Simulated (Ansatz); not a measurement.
# BClH3PSSe: one species, many methods

The task here is to estimate one member of a computed series from the others.

Computed with Ansatz 0.2.0, Gaussian basis. Level: functionals in def2-TZVPP, the program's frozen cores in correlated methods.

Levels to be run: LDA (SPW92), PBE-D4, revPBE-D4, BLYP-D4, r2SCAN-D4, B97M-V, PBE0-D4, B3LYP-D4, r2SCANh-D4, r2SCAN0-D4, HSE06-D4, BHLYP-D4, CAM-B3LYP-D4, LC-ωPBE, ωB97X-V, ωB97M-V, B2PLYP, PBE-QIDH; CCSD(T)/def2-SVP; CCSD(T)/def2-TZVPP; MP2/def2-QZVPP; extrapolation to the limit; RPA on PBE.

### The relaxed structure

All runs share one geometry, relaxed beforehand with PBE0-D4 in a triple-zeta def2 set.

SMILES `SP([SeH])BCl`, 8 atoms, charge 0, spin multiplicity 1.

Atoms are counted from 1 here; the program's logs count them from 0.

Bond lengths: S1–P2 2.102 Å, S1–H6 1.344 Å, P2–Se3 2.245 Å, P2–B4 1.889 Å, Se3–H7 1.470 Å, B4–Cl5 1.735 Å, B4–H8 1.191 Å. Angles: P2–S1–H6 95.1°, S1–P2–Se3 109.7°, S1–P2–B4 99.6°, Se3–P2–B4 103.6°, P2–Se3–H7 93.0°, P2–B4–Cl5 122.6°, P2–B4–H8 118.2°, Cl5–B4–H8 118.8°.

The first run:

Contents of in.yaml:

```yaml
crystal:
  periodic: [false, false, false]
  atoms:
    - {symbol: S, position_ang: [-1.068513, 1.671305, 0.523741]}
    - {symbol: P, position_ang: [-0.094749, -0.191382, 0.503608]}
    - {symbol: Se, position_ang: [2.119862, 0.113962, 0.292961]}
    - {symbol: B, position_ang: [-0.621804, -0.802325, -1.204190]}
    - {symbol: Cl, position_ang: [0.394180, -1.801871, -2.192736]}
    - {symbol: H, position_ang: [-1.263226, 1.689971, 1.853038]}
    - {symbol: H, position_ang: [2.369104, -0.135178, 1.719778]}
    - {symbol: H, position_ang: [-1.742854, -0.601580, -1.551899]}
basis:
  gaussian: {orbitals: def2-TZVPP}
hamiltonian: {xc: lda}
output: {orbitals: {seedname: orbitals}}
```

Steps of the session up to this table: LDA; PBE-D4 (GGA); revPBE-D4 (GGA); BLYP-D4 (GGA); r2SCAN-D4 (meta-GGA); B97M-V (meta-GGA); PBE0-D4 (hybrid); B3LYP-D4 (hybrid); r2SCANh-D4 (hybrid); r2SCAN0-D4 (hybrid); HSE06-D4 (hybrid); BHLYP-D4 (hybrid); CAM-B3LYP-D4 (range-separated); LC-ωPBE (range-separated); ωB97X-V (range-separated); ωB97M-V (range-separated); B2PLYP (double hybrid); PBE-QIDH (double hybrid).

One of the session's tables, all rows but one given; the rest of the session is left out.

It belongs to the step «Orbital energies across the functionals». 

| functional | HOMO (eV) | LUMO (eV) | gap (eV) |
| --- | --- | --- | --- |
| LDA (SPW92) | -6.14 | -3.43 | 2.71 |
| PBE-D4 | -5.99 | -3.20 | 2.79 |
| revPBE-D4 | -5.94 | -3.11 | 2.83 |
| BLYP-D4 | -5.80 | -3.02 | 2.78 |
| r2SCAN-D4 | ? | ? | ? |
| B97M-V | -6.30 | -2.98 | 3.32 |
| PBE0-D4 | -7.08 | -2.38 | 4.69 |
| B3LYP-D4 | -6.84 | -2.54 | 4.29 |
| r2SCANh-D4 | -6.64 | -2.74 | 3.90 |
| r2SCAN0-D4 | -7.24 | -2.29 | 4.95 |
| HSE06-D4 | -6.69 | -2.76 | 3.93 |
| BHLYP-D4 | -7.98 | -1.40 | 6.58 |
| CAM-B3LYP-D4 | -8.28 | -1.30 | 6.98 |
| LC-ωPBE | -9.58 | -0.24 | 9.34 |
| ωB97X-V | -9.25 | -0.30 | 8.96 |
| ωB97M-V | -9.10 | -0.44 | 8.66 |

Q: Estimate the row for r2SCAN-D4 from the others.

Worked estimate for «HOMO (eV)». Against the share of exact exchange, r2SCANh-D4 (0.1, -6.64), r2SCAN0-D4 (0.25, -7.24) give a slope of -4.00 per unit share; at 0 the line stands at -6.24.

**Answer.** HOMO (eV): -6.25; LUMO (eV): -3.04; gap (eV): 3.21. In «HOMO (eV)» the line misses by +0.01.
